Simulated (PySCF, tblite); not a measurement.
**C₃H₁₄N₂SSi₂: geometry, infrared bands and NMR shifts**

Aim: predict the infrared bands and NMR shifts of C₃H₁₄N₂SSi₂ (`CCN[Si@@H](N[SiH3])SC`).

Programs: tblite 0.8.0 and PySCF 2.14.0, with density-fitted response routines of our own. Each step states its level of theory. These are calculated values for one molecule in the gas phase, unless marked as measured. Atoms are numbered from 0 throughout.

### 1 The molecule as given

22 atoms, charge 0, multiplicity 1; geometry from: force field or distance geometry start.

Bonds of the start (Å): C0–C1 1.54, C1–N2 1.44, N2–Si3 1.70, Si3–N4 1.66, N4–Si5 1.69, Si3–S6 2.12, S6–C7 1.81, C0–H8 1.09, C0–H9 1.09, C0–H10 1.09, C1–H11 1.09, C1–H12 1.12, N2–H13 1.02, Si3–H14 1.49, N4–H15 1.01, Si5–H16 1.48, Si5–H17 1.48, Si5–H18 1.47, C7–H19 1.10, C7–H20 1.10, C7–H21 1.09.

### 2 Optimising the geometry with GFN2-xTB

What the job is given:

```
{"job": {"kind": "relax", "xc": "GFN2-xTB", "basis": "xTB"}, "charge": 0, "multiplicity": 1}
C      3.142100    -0.164200     0.785500
C      1.702900     0.322100     1.010100
N      0.839300    -0.211000    -0.016800
Si    -0.833200     0.069800    -0.111600
N     -0.860500     1.530300    -0.897400
Si    -2.178300     2.447600    -0.366400
S     -1.582100    -1.364800    -1.474200
C     -1.277000    -2.934600    -0.630200
H      3.523300     0.187500    -0.175600
H      3.788500     0.220000     1.576700
H      3.188100    -1.256800     0.798900
H      1.692200     1.411100     1.024900
H      1.373500    -0.023400     2.018500
H      1.203900     0.065400    -0.929400
H     -1.441400     0.018400     1.242800
H     -0.992800     1.335300    -1.878600
H     -2.187700     3.690100    -1.167100
H     -2.000600     2.780900     1.067300
H     -3.433400     1.713100    -0.599100
H     -1.795600    -2.971600     0.334800
H     -1.667400    -3.747200    -1.252700
H     -0.214000    -3.098500    -0.475900
```

On the command line:

```
$ OMP_NUM_THREADS=1 python probes_run.py task.json out
```

The driver reads the jobs from task.json and runs them one after another.

The log of the run:

```text
step      E/eV     max force
  0    -712.15048    3.301
  1    -712.36968    1.063
  2    -712.43597    0.888
  3    -712.50165    0.848
  4    -712.55958    0.624
  5    -712.60755    0.545
  6    -712.65134    0.492
  7    -712.68671    0.455
  8    -712.71944    0.426
  9    -712.75278    0.498
 10    -712.78664    0.478
 11    -712.81745    0.352
 12    -712.83679    0.269
 13    -712.85035    0.248
 14    -712.86279    0.269
 15    -712.87207    0.251
 16    -712.87845    0.166
 17    -712.88302    0.176
 18    -712.88713    0.202
 19    -712.89167    0.193
 20    -712.89640    0.184
 21    -712.90058    0.166
 22    -712.90436    0.140
 23    -712.90792    0.170
 24    -712.91093    0.132
 25    -712.91332    0.089
 26    -712.91525    0.089
 27    -712.91683    0.096
 28    -712.91816    0.090
 29    -712.91938    0.073
 30    -712.92061    0.084
 31    -712.92171    0.085
 32    -712.92252    0.075
 33    -712.92315    0.063
 34    -712.92381    0.063
 35    -712.92455    0.056
 36    -712.92527    0.057
 37    -712.92592    0.054
 38    -712.92668    0.061
 39    -712.92781    0.083
 40    -712.92930    0.095
 41    -712.93082    0.081
 42    -712.93206    0.070
 43    -712.93307    0.069
 44    -712.93406    0.084
 45    -712.93510    0.087
 46    -712.93602    0.059
 47    -712.93677    0.047
 48    -712.93746    0.055
 49    -712.93819    0.062
 50    -712.93896    0.060
 51    -712.93966    0.057
 52    -712.94025    0.058
 53    -712.94075    0.047
 54    -712.94127    0.056
 55    -712.94192    0.083
 56    -712.94271    0.093
 57    -712.94366    0.076
 58    -712.94459    0.057
 59    -712.94551    0.059
 60    -712.94654    0.072
 61    -712.94767    0.082
 62    -712.94873    0.088
 63    -712.94951    0.073
 64    -712.95032    0.076
 65    -712.95112    0.064
 66    -712.95224    0.064
 67    -712.95279    0.054
 68    -712.95356    0.054
 69    -712.95428    0.079
 70    -712.95529    0.094
 71    -712.95631    0.074
 72    -712.95734    0.075
 73    -712.95841    0.074
 74    -712.95960    0.100
 75    -712.96105    0.146
 76    -712.96280    0.111
 77    -712.96471    0.074
 78    -712.96568    0.066
 79    -712.96756    0.073
 80    -712.96860    0.111
 81    -712.96971    0.094
 82    -712.97102    0.059
 83    -712.97254    0.077
 84    -712.97336    0.088
 85    -712.97496    0.095
 86    -712.97632    0.082
 87    -712.97784    0.090
 88    -712.97879    0.103
 89    -712.97961    0.069
 90    -712.98026    0.054
 91    -712.98093    0.056
 92    -712.98140    0.072
 93    -712.98202    0.071
 94    -712.98244    0.050
 95    -712.98299    0.051
 96    -712.98358    0.060
 97    -712.98419    0.079
 98    -712.98465    0.068
 99    -712.98500    0.040
100    -712.98532    0.039
101    -712.98575    0.055
102    -712.98633    0.087
103    -712.98692    0.112
104    -712.98796    0.087
105    -712.98926    0.074
106    -712.99068    0.060
107    -712.99152    0.089
108    -712.99252    0.066
109    -712.99321    0.073
110    -712.99420    0.061
111    -712.99505    0.055
112    -712.99584    0.075
113    -712.99627    0.093
114    -712.99690    0.079
115    -712.99748    0.065
116    -712.99872    0.064
117    -712.99924    0.059
118    -713.00002    0.066
119    -713.00062    0.090
120    -713.00119    0.160
121    -713.00231    0.083
122    -713.00323    0.064
123    -713.00444    0.084
124    -713.00523    0.066
125    -713.00714    0.066
126    -713.00933    0.099
127    -713.01051    0.210
128    -713.00729    0.462
129    -713.01239    0.180
130    -713.01359    0.160
131    -713.01549    0.078
132    -713.01824    0.242
133    -713.02172    0.147
134    -713.02543    0.085
135    -713.02949    0.237
136    -713.03139    0.147
137    -713.03366    0.142
138    -713.03804    0.149
139    -713.04087    0.165
140    -713.04471    0.149
141    -713.04726    0.135
142    -713.04883    0.114
143    -713.05030    0.092
144    -713.05140    0.105
145    -713.05228    0.083
146    -713.05326    0.093
147    -713.05447    0.139
148    -713.05538    0.126
149    -713.05627    0.088
150    -713.05696    0.053
151    -713.05762    0.061
152    -713.05827    0.062
153    -713.05889    0.047
154    -713.05944    0.051
155    -713.05991    0.047
156    -713.06032    0.049
157    -713.06066    0.034
158    -713.06093    0.040
159    -713.06114    0.046
160    -713.06135    0.051
161    -713.06161    0.055
162    -713.06193    0.051
163    -713.06227    0.046
164    -713.06257    0.039
165    -713.06283    0.047
166    -713.06307    0.045
167    -713.06335    0.040
168    -713.06370    0.042
169    -713.06418    0.045
170    -713.06481    0.045
171    -713.06559    0.061
172    -713.06645    0.083
173    -713.06736    0.083
174    -713.06826    0.076
175    -713.06930    0.069
176    -713.07046    0.065
177    -713.07199    0.074
178    -713.07326    0.063
179    -713.07450    0.065
180    -713.07554    0.073
181    -713.07686    0.064
182    -713.07821    0.060
183    -713.07945    0.064
184    -713.08024    0.073
185    -713.08102    0.058
186    -713.08150    0.048
187    -713.08188    0.040
188    -713.08229    0.052
189    -713.08271    0.054
190    -713.08312    0.044
191    -713.08352    0.042
192    -713.08407    0.051
193    -713.08477    0.061
194    -713.08595    0.070
195    -713.08710    0.067
196    -713.08802    0.064
197    -713.08863    0.089
198    -713.08930    0.058
199    -713.09016    0.053
200    -713.09098    0.073
201    -713.09144    0.040
202    -713.09181    0.036
203    -713.09200    0.025
204    -713.09212    0.020
205    -713.09220    0.013
206    -713.09225    0.013
207    -713.09228    0.015
208    -713.09231    0.016
209    -713.09235    0.017
210    -713.09239    0.015
211    -713.09244    0.018
212    -713.09249    0.016
213    -713.09255    0.014
214    -713.09260    0.015
215    -713.09265    0.016
216    -713.09269    0.014
217    -713.09274    0.016
218    -713.09281    0.016
219    -713.09288    0.017
220    -713.09295    0.018
221    -713.09299    0.016
222    -713.09303    0.011
223    -713.09306    0.010
224    -713.09310    0.012
225    -713.09314    0.015
226    -713.09317    0.012
227    -713.09321    0.011
228    -713.09324    0.013
229    -713.09328    0.014
230    -713.09333    0.016
231    -713.09339    0.015
232    -713.09346    0.021
233    -713.09354    0.023
234    -713.09363    0.025
235    -713.09372    0.022
236    -713.09381    0.018
237    -713.09389    0.015
238    -713.09395    0.014
239    -713.09401    0.012
240    -713.09404    0.010
```

It took 8.3 s on 1 thread of Intel Xeon at 2.50GHz, shared host; peak memory 0.18 GiB.

Step by step: (not every step is listed)

```csv
step,energy from step 0 (eV),largest force (eV/Å)
0,0.0000,3.3009
1,-0.2192,1.0629
2,-0.2855,0.8881
3,-0.3512,0.8484
4,-0.4091,0.6239
5,-0.4571,0.5446
6,-0.5009,0.4918
7,-0.5362,0.4546
8,-0.5690,0.4256
30,-0.7701,0.0843
52,-0.7898,0.0578
74,-0.8091,0.1003
96,-0.8331,0.0603
118,-0.8495,0.0661
140,-0.8942,0.1492
162,-0.9114,0.0513
184,-0.9298,0.0728
206,-0.9418,0.0128
228,-0.9428,0.0133
235,-0.9432,0.0221
236,-0.9433,0.0182
237,-0.9434,0.0146
238,-0.9435,0.0140
239,-0.9435,0.0121
240,-0.9436,0.0104
```

Distances of close pairs at the start and the end, largest changes first:

```csv
bond,before (Å),after (Å),change (Å)
Si3–N4,1.659,1.720,+0.061
N4–Si5,1.691,1.728,+0.037
Si3–S6,2.116,2.144,+0.029
C1–H12,1.116,1.091,-0.025
Si5–H17,1.483,1.463,-0.020
Si3–H14,1.486,1.467,-0.018
N2–Si3,1.699,1.712,+0.014
N2–H13,1.021,1.009,-0.011
```

The end geometry stands in the next job.

### 3 Vibrational analysis with GFN2-xTB

What the job is given:

```
{"job": {"kind": "ir", "xc": "GFN2-xTB", "basis": "xTB"}, "charge": 0, "multiplicity": 1}
C      2.315067     0.104593     1.335477
C      1.658487     0.805441     0.148868
N      0.792221    -0.066622    -0.607603
Si    -0.866567    -0.303776    -0.256009
N     -1.821464     1.102085    -0.520256
Si    -1.663583     2.665496     0.198896
S     -1.593447    -1.767391    -1.644591
C     -0.757079    -3.236240    -0.979023
H      2.918308    -0.734865     0.994752
H      2.956416     0.795221     1.876661
H      1.551999    -0.270526     2.012688
H      2.431649     1.204083    -0.516852
H      1.048055     1.637672     0.502726
H      1.305647    -0.791681    -1.086846
H     -1.145294    -0.799022     1.096948
H     -2.456656     1.047270    -1.299449
H     -0.669742     3.486105    -0.503085
H     -1.222074     2.438494     1.575014
H     -2.985733     3.285342     0.133393
H     -1.037673    -3.375544     0.059954
H     -1.087539    -4.084529    -1.568493
H      0.318592    -3.122221    -1.068433
```

The log of the run:

```text
mode    cm-1     km/mol
  1      26.4      0.40
  2      38.5      2.55
  3      68.5      0.95
  4      75.7      0.41
  5      97.8      1.03
  6     105.4      0.15
  7     124.8      3.67
  8     147.5      0.61
  9     178.5      4.53
 10     195.3      0.83
 11     220.7      5.29
 12     234.7     16.50
 13     310.9     50.67
 14     326.9     30.94
 15     377.5     29.43
 16     443.7     54.69
 17     530.4     48.60
 18     567.2     59.67
 19     581.1     48.14
 20     686.6    297.43
 21     709.3    102.94
 22     722.8    102.68
 23     733.9      3.78
 24     765.7    217.33
 25     794.1    171.31
 26     806.9    208.96
 27     824.3    351.98
 28     852.6     31.04
 29     942.8      0.12
 30     957.0      5.58
 31     978.7     27.65
 32    1011.0    196.11
 33    1069.8     18.40
 34    1095.8     18.45
 35    1169.0    105.84
 36    1200.9    414.29
 37    1245.8     21.88
 38    1320.9      5.11
 39    1326.1      6.23
 40    1370.0    108.61
 41    1401.7      7.62
 42    1458.7      4.25
 43    1465.4      6.76
 44    1481.5      0.54
 45    1491.4      4.17
 46    1499.3      1.04
 47    2199.2     97.29
 48    2210.6    480.02
 49    2256.1    278.80
 50    2266.1    322.87
 51    2925.8     50.57
 52    2989.5     23.98
 53    3026.8      4.78
 54    3027.4     53.13
 55    3032.3     11.59
 56    3042.5     34.25
 57    3044.6     30.44
 58    3059.8      3.32
 59    3435.4      6.29
 60    3481.6      1.71
```

Run time: 4.3 s. Hardware: 1 thread of Intel Xeon at 2.50GHz, shared host; peak memory 0.18 GiB.

The strongest bands and the atoms that carry them (share of the mass-weighted mode):

```csv
cm⁻¹,km/mol,atoms
687,297.4,"H14 72 %, Si3 18 %"
766,217.3,"H18 50 %, H17 37 %"
807,209.0,"H16 54 %, H17 26 %, H18 15 %"
824,352.0,"H18 16 %, Si5 16 %, H16 15 %, H17 13 %"
1201,414.3,"H15 66 %, N4 30 %"
2211,480.0,H16 87 %
2256,278.8,H17 92 %
2266,322.9,H18 95 %
```

### 4 NMR shieldings: PBE0/pcSseg-1

The job, as its differences from that of step 3:

```diff
@@ -1,2 +1,2 @@
-{"job": {"kind": "ir", "xc": "GFN2-xTB", "basis": "xTB"}, "charge": 0, "multiplicity": 1}
+{"job": {"kind": "nmr", "xc": "PBE0", "basis": "pcSseg-1"}, "charge": 0, "multiplicity": 1}
 C      2.315067     0.104593     1.335477
```

Level: GIAO PBE0/pcSseg-1 NMR shielding, non-relativistic, gas phase.

The log of the run:

```text
coarse grid: 18936 points
cycle   1  E = -1208.6592633920  dE =  6.239e-01  |g| = 6.011e-01  |ddm| = 4.138e+00
cycle   2  E = -1208.6109100676  dE =  4.835e-02  |g| = 7.689e-01  |ddm| = 1.265e+00
cycle   3  E = -1208.7398531531  dE = -1.289e-01  |g| = 8.479e-02  |ddm| = 7.793e-01
cycle   4  E = -1208.7413231451  dE = -1.470e-03  |g| = 3.181e-02  |ddm| = 1.108e-01
cycle   5  E = -1208.7415572585  dE = -2.341e-04  |g| = 6.105e-03  |ddm| = 3.438e-02
cycle   6  E = -1208.7415652458  dE = -7.987e-06  |g| = 2.554e-03  |ddm| = 9.128e-03
final grid: 166416 points
cycle   7  E = -1208.7845788448  dE = -3.060e-05  |g| = 1.201e-02  |ddm| = 3.034e-02
cycle   8  E = -1208.7845523435  dE =  2.650e-05  |g| = 1.600e-02  |ddm| = 2.486e-02
cycle   9  E = -1208.7846129009  dE = -6.056e-05  |g| = 9.801e-04  |ddm| = 1.470e-02
cycle  10  E = -1208.7846130885  dE = -1.876e-07  |g| = 2.774e-04  |ddm| = 9.736e-04
cycle  11  E = -1208.7846131045  dE = -1.598e-08  |g| = 6.575e-05  |ddm| = 2.750e-04
cycle  12  E = -1208.7846131054  dE = -9.040e-10  |g| = 2.548e-05  |ddm| = 8.512e-05
converged SCF energy = -1208.7846131054

GIAO shielding tensors (ppm)
atom      isotropic    diamagn.    paramagn.     s11        s22        s33       span
  0 C      164.056     248.733     -84.677    144.584    161.579    186.004     41.420
  1 C      145.727     244.442     -98.715    121.688    148.422    167.072     45.385
  2 N      200.355     328.790    -128.435    187.486    193.769    219.810     32.324
  3 Si     369.945     882.643    -512.698    341.339    369.987    398.510     57.170
  4 N      246.684     326.788     -80.104    215.228    239.204    285.621     70.393
  5 Si     407.331     879.472    -472.141    367.927    390.269    463.799     95.872
  6 S      686.245    1060.702    -374.457    602.252    635.479    821.005    218.753
  7 C      174.228     251.820     -77.592    164.646    167.294    190.743     26.098
  8 H       30.758      30.299       0.459     27.295     29.036     35.943      8.648
  9 H       30.641      28.582       2.059     26.223     27.450     38.249     12.026
 10 H       30.410      31.647      -1.237     26.605     30.206     34.420      7.814
 11 H       28.522      30.224      -1.702     22.660     27.802     35.104     12.445
 12 H       28.768      33.287      -4.519     22.750     30.404     33.151     10.401
 13 H       30.660      36.624      -5.964     22.164     31.841     37.975     15.812
 14 H       26.140      32.675      -6.535     23.570     24.331     30.519      6.949
 15 H       31.454      32.188      -0.734     21.678     30.728     41.957     20.279
 16 H       26.746      29.463      -2.717     22.854     25.153     32.230      9.375
 17 H       26.984      30.376      -3.392     24.014     25.830     31.109      7.095
 18 H       26.871      27.985      -1.113     22.755     24.836     33.022     10.267
 19 H       29.641      31.003      -1.362     24.409     27.418     37.096     12.687
 20 H       29.686      28.604       1.082     23.754     26.673     38.633     14.879
 21 H       29.949      32.535      -2.586     23.408     29.397     37.042     13.634
```

Run time: 2.8 min. Hardware: 1 thread of Intel Xeon at 2.50GHz, shared host; peak memory 1.1 GiB.

Shifts follow as δ = σ(reference) − σ, with reference shieldings (ppm) from runs at the same level and on the same kind of geometry: ¹H TMS 31.72, ¹³C TMS 186.9, ²⁹Si TMS 349.2, ¹⁵N NH3 267.7, ³³S CS2 504. The references are single molecules in the gas phase, so shifts against H2O, NH3, PH3, H3PO4 or CFCl3 are not on the usual liquid scales and can be off by tens of ppm. Atoms listed in one row are averaged.

```csv
atoms,environment,σ (ppm),δ (ppm),δ scaled to CDCl3
C1,sp3 CH2 bonded to N,145.7,41.2,38.3
C0,methyl carbon,164.1,22.9,20.4
C7,methyl carbon bonded to S,174.2,12.7,6.1
H14,"hydrogen on a silicon bonded to 2 N, S",26.14,5.58,–
"H16, H17, H18",hydrogen on a silicon bonded to N,26.87,4.85,–
H11,hydrogen on an sp3 CH2 bonded to N,28.52,3.20,3.12
H12,hydrogen on an sp3 CH2 bonded to N,28.77,2.95,2.89
"H19, H20, H21",hydrogen on a methyl carbon bonded to S,29.76,1.96,1.95
"H8, H9, H10",hydrogen on a methyl carbon,30.60,1.11,1.16
H13,"hydrogen on a nitrogen bonded to C, Si",30.66,1.06,–
H15,hydrogen on a nitrogen bonded to 2 Si,31.45,0.26,–
N2,"nitrogen bonded to C, Si, H",200.4,67.4,–
N4,"nitrogen bonded to 2 Si, H",246.7,21.0,–
Si3,"silicon bonded to 2 N, S, H",369.9,-20.8,–
Si5,"silicon bonded to N, 3 H",407.3,-58.2,–
S6,"sulfur bonded to C, Si",686,-183,–
```

The scaled column applies a straight-line fit of computed shieldings to shifts measured in CDCl3, with any fitted terms for Cl, Br or S neighbours (root-mean-square error 0.16 ppm for H, 1.9 ppm for C).

Charges from the same density, by scheme (e):

```csv
atoms,Mulliken,IAO,Hirshfeld,ESP fit
C0,-0.28,-0.43,-0.13,-0.34
C1,-0.08,-0.13,-0.02,0.54
N2,-0.66,-0.69,-0.25,-0.77
Si3,0.97,1.06,0.38,0.49
N4,-0.84,-0.95,-0.33,-0.81
Si5,0.60,0.75,0.35,0.50
S6,-0.36,-0.20,-0.11,-0.29
C7,-0.40,-0.49,-0.12,-0.38
```

Mayer bond orders: C0–C1 1.05, C1–N2 0.97, N2–Si3 1.00, Si3–N4 0.97, N4–Si5 0.96, Si3–S6 0.94, S6–C7 1.00.

The fields below are evaluated on a grid from the run's orbitals.

Frontier orbitals at PBE0/pcSseg-1, with the share of their density that lies nearest to each atom:

```csv
orbital,energy (eV),lies on
HOMO,-6.72,S6 79 %
LUMO,0.08,H15 12 %; S6 10 %; Si3 10 %
```

ELF in a plane through or near 8 of the atoms.

Ten even steps from '0' (0.00) to '9' (1.00):
```
0000000000000000000000000000
0000000000000000000000000000
0000000000000000100000000000
0000000000167316860000000000
0000000000799948970000000000
0000000000799945300000000000
0000000000014588310000000000
0000000000001154999300000000
0000007940037754999100000000
0000039991038850350000000000
0000127982021121001465100000
0004996465573706550167200000
0007999586593077683703100000
0002994164274156571288400000
0000000189981058722899930000
0000000167861026300899820000
0000000013310000000376100000
0000000000000000000000000000
0000000000000000000000000000
0000000000000000000000000000
```
The map spans 13.7 Å across and 12.0 Å up, centred on the molecule. Atoms in the plane (x, y in Å): Si3 (-0.3, -0.9), N4 (1.1, -1.9), Si5 (2.7, -1.5), C7 (-3.3, -1.0), H8 (-0.7, 3.1), H12 (1.6, 1.1), H20 (-4.3, -1.5), H21 (-3.3, 0.0).

log10 of the density (e/Å³) in the same plane.

Ten even steps from ' ' (-4.0) to '@' (1.5):
```
                                                        
                            ....                        
                    ..::::::------::..                  
                  ..::--==========--::..                
                  ::--++********++==--..                
                  ::==++######**++==--::                
                ..::--==++**####**++--::..              
          ..::::::::--==++**######**++==::..            
        ::--======--==++********####++==::::..          
      ..--==++**++====++**##**++++++======--::..        
    ..::==++####**++++++**##**++====++++++++--::..      
    ::--++**##@@##******%%@@**************++==--..      
    ::==**##############****########%%@@**++==--..      
    ..--==++++++**######**++**##%%##********==--..      
      ..::----==********++==******++++******==--..      
          ..::--==++++==----============++==--::..      
            ..::--------::::::::::::::------::..        
                ........            ....::....          
                                                        
                                                        
```
The map spans 13.7 Å across and 12.0 Å up, centred on the molecule. Atoms in the plane (x, y in Å): Si3 (-0.3, -0.9), N4 (1.1, -1.9), Si5 (2.7, -1.5), C7 (-3.3, -1.0), H8 (-0.7, 3.1), H12 (1.6, 1.1), H20 (-4.3, -1.5), H21 (-3.3, 0.0).

On the surface of density 0.002 e/bohr³ the electrostatic potential runs, from the 1st to the 99th percentile, from -1.14 V near S6 to 1.48 V near H13.

### 5 Summary of results

| quantity | value |
| --- | --- |
| strongest single infrared mode (GFN2-xTB) | 2211 cm⁻¹, 480 km/mol |
| zero-point energy (GFN2-xTB) | 105.8 kcal/mol |
| ¹³C shifts against TMS (PBE0/pcSseg-1) | 41.2, 22.9, 12.7 ppm |
| ¹H shifts against TMS (PBE0/pcSseg-1, means over atoms taken as alike) | 5.58, 4.85, 3.20, 2.95, 1.96, 1.11, 1.06, 0.26 ppm |
| ¹⁵N shifts against NH3 (PBE0/pcSseg-1) | 67.4, 21.0 ppm |
| ²⁹Si shifts against TMS (PBE0/pcSseg-1) | -20.8, -58.2 ppm |
| ³³S shifts against CS2 (PBE0/pcSseg-1) | -183 ppm |
| surface potential, 1st and 99th percentile | -1.14 V and 1.48 V |

Over 240 steps the energy fell by 0.944 eV; of the close pairs, Si3–N4 changed most, 1.659 to 1.720 Å. All 60 modes are real, so the xTB geometry is a minimum. The strongest single mode, at 2211 cm⁻¹, moves mainly H16. GFN2-xTB is a fitted tight-binding method: band positions and strengths are rough. Its intensities can rank the bands wrongly. The most deshielded carbon is C1 (sp3 CH2 bonded to N), at 41.2 ppm: deshielded by the electronegative neighbour. At PBE0/pcSseg-1: The largest span, 219 ppm, is at S6, where the paramagnetic term is -374 ppm.
